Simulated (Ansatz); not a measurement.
# CH5FO2Si: up Jacob's ladder to CCSD(T)

An exercise on one series of results from a longer session: the logs are not shown, and one member is left open.

Computed with Ansatz 0.2.0, Gaussian basis. Level: functionals in def2-TZVPP, the program's frozen cores in correlated methods.

Levels to be run: PBE-D4, r2SCAN-D4, PBE0-D4, B3LYP-D4, ωB97X-V, ωB97M-V, B2PLYP; CCSD(T)/def2-TZVPP; MP2/def2-QZVPP; extrapolation to the limit.

## The relaxed structure

All runs share one geometry, relaxed beforehand with PBE0-D4 in a triple-zeta def2 set.

SMILES `O[SiH](O)CF`, 10 atoms, charge 0, spin multiplicity 1.

Atoms are counted from 1 here; the program's logs count them from 0.

Bond lengths: O1–Si2 1.640 Å, O1–H6 0.960 Å, Si2–O3 1.634 Å, Si2–C4 1.892 Å, Si2–H7 1.480 Å, O3–H8 0.959 Å, C4–F5 1.402 Å, C4–H9 1.094 Å, C4–H10 1.096 Å. Angles: Si2–O1–H6 116.1°, O1–Si2–O3 109.6°, O1–Si2–C4 106.8°, O1–Si2–H7 112.6°, O3–Si2–C4 111.6°, O3–Si2–H7 105.5°, C4–Si2–H7 110.9°, Si2–O3–H8 117.8°, Si2–C4–F5 108.2°, Si2–C4–H9 113.2°, Si2–C4–H10 111.8°, F5–C4–H9 108.0°, F5–C4–H10 107.7°, H9–C4–H10 107.8°.

Coordinates:

```xyz
10
charge 0, multiplicity 1
O    -1.4619   -0.9859   -0.2009
Si    0.1137   -0.5908   -0.4271
O     1.0639   -1.6341    0.3972
C     0.3258    1.1833    0.1942
F    -0.7588    1.9419   -0.2697
H    -2.0903   -0.2627   -0.2578
H     0.5319   -0.7071   -1.8415
H     0.7894   -1.8875    1.2799
H     1.2459    1.6577   -0.1605
H     0.3235    1.2342    1.2890
```

The first run:

Contents of in.yaml:

```yaml
crystal:
  periodic: [false, false, false]
  atoms:
    - {symbol: O, position_ang: [-1.461920, -0.985931, -0.200893]}
    - {symbol: Si, position_ang: [0.113723, -0.590789, -0.427075]}
    - {symbol: O, position_ang: [1.063907, -1.634105, 0.397167]}
    - {symbol: C, position_ang: [0.325771, 1.183259, 0.194249]}
    - {symbol: F, position_ang: [-0.758784, 1.941855, -0.269673]}
    - {symbol: H, position_ang: [-2.090295, -0.262718, -0.257803]}
    - {symbol: H, position_ang: [0.531925, -0.707145, -1.841535]}
    - {symbol: H, position_ang: [0.789426, -1.887517, 1.279905]}
    - {symbol: H, position_ang: [1.245896, 1.657697, -0.160539]}
    - {symbol: H, position_ang: [0.323451, 1.234195, 1.288995]}
basis:
  gaussian: {orbitals: def2-TZVPP}
hamiltonian: {xc: pbe, dispersion: d4}
output: {forces: true, orbitals: {seedname: orbitals}}
```

The run is started by

```bash
ansatz run in.yaml --threads 4 --pin off --events-out ev --progress --plain --max-ram 10444MiB
```

Steps of the session up to this table: PBE-D4 (GGA); r2SCAN-D4 (meta-GGA); PBE0-D4 (hybrid); B3LYP-D4 (hybrid); ωB97X-V (range-separated); ωB97M-V (range-separated); B2PLYP (double hybrid); CCSD(T) in def2-TZVPP; MP2 in def2-QZVPP.

One table of the session follows, with a row left open; its other results are not shown here.

It belongs to the step «Atomisation energies». 

| method | atomisation energy (eV) |
| --- | --- |
| PBE-D4 | 40.064 |
| r2SCAN-D4 | 39.519 |
| PBE0-D4 | ? |
| B3LYP-D4 | 39.311 |
| ωB97X-V | 39.573 |
| ωB97M-V | 39.615 |
| B2PLYP | 39.043 |
| HF/def2-TZVPP | 28.133 |
| MP2/def2-TZVPP | 39.462 |
| CCSD/def2-TZVPP | 37.892 |
| CCSD(T)/def2-TZVPP | 38.478 |
| MP2/CBS | 40.662 |
| CCSD(T)/CBS | 39.679 |

**Question.** Estimate the row for PBE0-D4.

The run gave: atomisation energy (eV): 39.126. In the column «atomisation energy (eV)» it lies between B2PLYP (39.043) and B3LYP-D4 (39.311).
